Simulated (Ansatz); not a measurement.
# GaN: the cost of one run

Program: Ansatz 0.2.0. Level of theory: DFT r2SCAN, scalar-relativistic, plane waves, PAW. These are calculated values, not measurements.

2 further runs of the same task are left out: 2 set aside as unsound or not needed. Runs told in other sessions of the task aren't counted.

### 1 Starting point

Symmetry: F-43m, No. 216, cubic system. The conventional cell has a = 4.498 Å, b = 4.498 Å, c = 4.498 Å, α = 90.00°, β = 90.00°, γ = 90.00°. Ga (site symmetry -43m) is surrounded by 4 N at 1.95 Å. N (site symmetry -43m) has 4 Ga at 1.95 Å in its first shell of neighbours.

Structure file:

```xyz
8
Lattice="-2.2489 -2.2489 0.0000 2.2489 -2.2489 0.0000 0.0000 0.0000 8.9957" Properties=species:S:1:pos:R:3 pbc="T T T"
Ga    0.0000   -2.2489    2.2489
Ga    0.0000    0.0000    4.4979
Ga    0.0000   -2.2489    6.7468
Ga    0.0000    0.0000    0.0000
N    -1.1245   -1.1245    3.3734
N     1.1245   -1.1245    5.6223
N    -1.1245   -1.1245    7.8713
N     1.1245   -1.1245    1.1245
```

It goes back to an entry of the Materials Project.

It is built from the cell relaxed beforehand with the same method (11.37 Å³/atom).

### 2 Zero of the scan

File input.yaml:

```yaml
crystal:
  lattice:
    - [-2.2489367689, -2.2489367689, 0.0]
    - [2.2489367689, -2.2489367689, 0.0]
    - [0.0, 0.0, 8.9957470756]
  atoms:
    - { symbol: Ga, position: [0.5, 0.5, 0.25] }
    - { symbol: Ga, position: [0.0, 0.0, 0.5] }
    - { symbol: Ga, position: [0.5, 0.5, 0.75] }
    - { symbol: Ga, position: [0.0, 0.0, 0.0] }
    - { symbol: "N", position: [0.5, 0.0, 0.375] }
    - { symbol: "N", position: [0.0, 0.5, 0.625] }
    - { symbol: "N", position: [0.5, 0.0, 0.875] }
    - { symbol: "N", position: [0.0, 0.5, 0.125] }
basis:
  ecutwfc: 500
kpoints:
  mp_grid: { grid: [8, 8, 3] }
hamiltonian:
  xc: r2scan
scf:
  occupations: { method: gaussian, width: 0.05 }
output:
  forces: true
  stress: true
  eigenvalues: true
```

The run is started by

```sh
ansatz run input.yaml --threads 2 --pin off --max-ram 5120MiB --backend cpu --events-out ev --progress --plain --runs-dir out
```

**Question.** How long does this run take on 2 threads of Intel Xeon at 2.50GHz (Skylake/Cascade Lake), shared host, and how much memory does it need?

About 22 s, with a peak of 0.55 GiB.
